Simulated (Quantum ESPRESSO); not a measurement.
# RuAu: phonons with LDA

RuAu:

```
Ru Au
1.0
     3.16481    0.00000    0.00000
     0.00000    3.16481    0.00000
     0.00000    0.00000    3.16481
Ru Au
1 1
Direct
  0.00000 0.00000 0.00000
  0.50000 0.50000 0.50000
```

The cell was built by a generator and needn't be a form met in nature.

| Property | Result |
| --- | --- |
| Program | Quantum ESPRESSO 7.5 |
| Task | phonons |
| Functional | LDA |
| Potentials or basis | GBRV 1.5 LDA |
| Cutoff | 612 eV |
| Density cutoff | 4898 eV |
| k mesh | 7 × 7 × 7 |
| Occupations | cold, width 0.2 eV |
| Spin | no spin polarisation |
| Form of the LDA correlation | PZ81 |
| Mixing beta | 0.5 |
| Most SCF iterations | 120 |
| SCF threshold | 4e-10 Ry |

| Item | Value |
| --- | --- |
| Pressure after relaxing | -14.5 GPa |
| Band gap on the k mesh | none (metal or under the smearing width) |
| Highest phonon frequency at the q point run | 131 cm⁻¹ |
| Most unstable mode | 95i cm⁻¹ |

Levels at points of the mesh, in eV from the Fermi level:
```csv
k point,band 10,band 11,band 12,band 13,band 14,band 15,band 16,band 17,band 18,band 19
"(0.00, 0.00, 0.00)",-4.19,-1.03,-1.03,0.63,0.63,0.63,7.66,7.66,7.66,14.25
```

Phonon frequencies in cm⁻¹ (negative: imaginary):
```tsv
q point	frequencies
(0.000, 0.500, 0.000)	-95 108 108 131 131 131
```

Phonon modes at q = (0.000, 0.500, 0.000) in reciprocal lattice units:
```csv
mode,symmetry,cm⁻¹
1,A_2u,-95
2,E_g,108
3,E_g,108
4,E_u,131
5,E_u,131
6,A_1g,131
```

Wall time 4.5 min on 1 thread of Arm Neoverse V2, on a shared host, peak memory 0.19 GiB.

Caveat: the mesh is thin for the phonons of a metal; some modes are imaginary; the cell is more than 3 GPa from zero pressure, which shifts response properties; the q point doesn't lie on the k mesh, which can shift a metal's frequencies strongly unless the mesh is converged. Spin-orbit coupling is left out, which matters for the levels of Au.
